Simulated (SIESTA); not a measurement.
Runs of SIESTA 5.4.2 on CsLiCr2Te2S3. Symmetry: P3m1, No. 156, trigonal system. Conventional cell: a = 3.604 Å, b = 3.604 Å, c = 19.067 Å, α = 90.00°, β = 90.00°, γ = 120.00°. Cs (site symmetry 3m) is surrounded by 3 S at 3.38 Å and 6 Cs at 3.60 Å and 3 Te at 3.77 Å. Li (site symmetry 3m) is surrounded by 6 S at 2.63 to 2.66 Å. Cr (site symmetry 3m) has 3 S at 2.40 Å and 3 Te at 2.74 Å as nearest neighbours. Cr (site symmetry 3m) has 6 S at 2.43 to 2.45 Å as nearest neighbours. Around Te (site symmetry 3m) lie 6 Te at 3.60 Å and 3 Cs at 3.77 Å. Te (site symmetry 3m) is surrounded by 3 Cr at 2.74 Å. Around S (site symmetry 3m) lie 3 Cr at 2.45 Å and 3 Li at 2.63 Å. Around S (site symmetry 3m) lie 3 Cr at 2.40 Å and 3 Li at 2.66 Å. The cell was built by a generator and needn't be a form met in nature.

| level | U | gap on the mesh (eV) | pressure (GPa) | moment (μB) | largest force (eV/Å) |
| --- | --- | --- | --- | --- | --- |
| PBE | - | none | 0.6 | 5.65 | 0.22 |
| PBE+U | Cr d U = 4 eV | none | 3.6 | (a) | 0.95 |
| PBE+U | Cr d U = 6 eV | none | 5.0 | 6.11 | 1.28 |
| PBE+U | Cr d U = 2 eV | none | 2.1 | (b) | (c) |

Alike in all rows: task density of states; potentials or basis PseudoDojo 0.4 standard (PBE files), DZP (energy shift 0.003 Ry; two zetas on semicore shells; d shell added on Cs); spin collinear, ferromagnetic start; cell as given; k mesh 9 × 9 × 2; smearing fermi-dirac 0.05 eV; grid cutoff 800 Ry; energy shift 0.003 Ry.

Q: Estimate the missing entries.

A: (a) 6.08; (b) 5.95; (c) 0.62.

Caveats: the basis of atomic orbitals isn't converged, which shifts pressures, moduli and gaps; only a ferromagnetic start was run, and an antiferromagnetic order may lie lower in energy; forces of over 1 eV/Å show positions far from the minimum, so gaps and moduli don't describe the material at rest (some runs).

A k mesh can miss the band edges, and the runs leave out spin-orbit coupling on Cs, Te.

A gap of «none» marks a metal or a gap under the smearing width.
